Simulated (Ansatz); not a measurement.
# BH4O2Sb: the cost of one run

Method: RKS PBE-D4/def2-SVP, in Ansatz 0.2.0.

## Step 1: The starting structure

Bond lengths: O1–B2 1.445 Å, B2–O3 1.442 Å, B2–Sb4 2.181 Å, O1–H5 1.053 Å, O3–H6 1.014 Å, Sb4–H7 1.743 Å, Sb4–H8 1.729 Å. Angles: O1–B2–O3 120.1°, O1–B2–Sb4 119.9°, O3–B2–Sb4 119.9°, B2–O1–H5 102.7°, B2–O3–H6 104.6°, B2–Sb4–H7 93.1°, B2–Sb4–H8 93.2°, H7–Sb4–H8 94.4°.

Coordinates:

```xyz
8

O     0.5399    1.2588   -0.8568
B     0.0223    0.4771    0.2425
O     0.3574    0.8294    1.5998
Sb   -1.1645   -1.3084   -0.1561
H    -0.2179    1.9745   -1.0090
H     1.2379    0.3586    1.7755
H    -0.8253   -1.2688   -1.8654
H     0.1422   -2.3782    0.2137
```

## Step 2: End point A

input.yaml reads:

```yaml
crystal:
  periodic: [false, false, false]
  atoms:
    - { symbol: O, position_ang: [0.5399, 1.2588, -0.8568] }
    - { symbol: B, position_ang: [0.0223, 0.4771, 0.2425] }
    - { symbol: O, position_ang: [0.3574, 0.8294, 1.5998] }
    - { symbol: Sb, position_ang: [-1.1645, -1.3084, -0.1561] }
    - { symbol: H, position_ang: [-0.2179, 1.9745, -1.009] }
    - { symbol: H, position_ang: [1.2379, 0.3586, 1.7755] }
    - { symbol: H, position_ang: [-0.8253, -1.2688, -1.8654] }
    - { symbol: H, position_ang: [0.1422, -2.3782, 0.2137] }
basis:
  gaussian: { orbitals: def2-SVP }
hamiltonian:
  xc: pbe
  dispersion: d4
relax:
  f_tol: 0.015
  max_steps: 40
output:
  orbitals: {}
```

On the command line:

```console
$ ansatz run input.yaml --threads 1 --pin off --max-ram 2048MiB --backend cpu --events-out ev --progress --plain --runs-dir out
```

What time and memory should one allow on 1 thread of Arm Neoverse V1, shared host?

About 48 s, with a peak of 0.12 GiB.
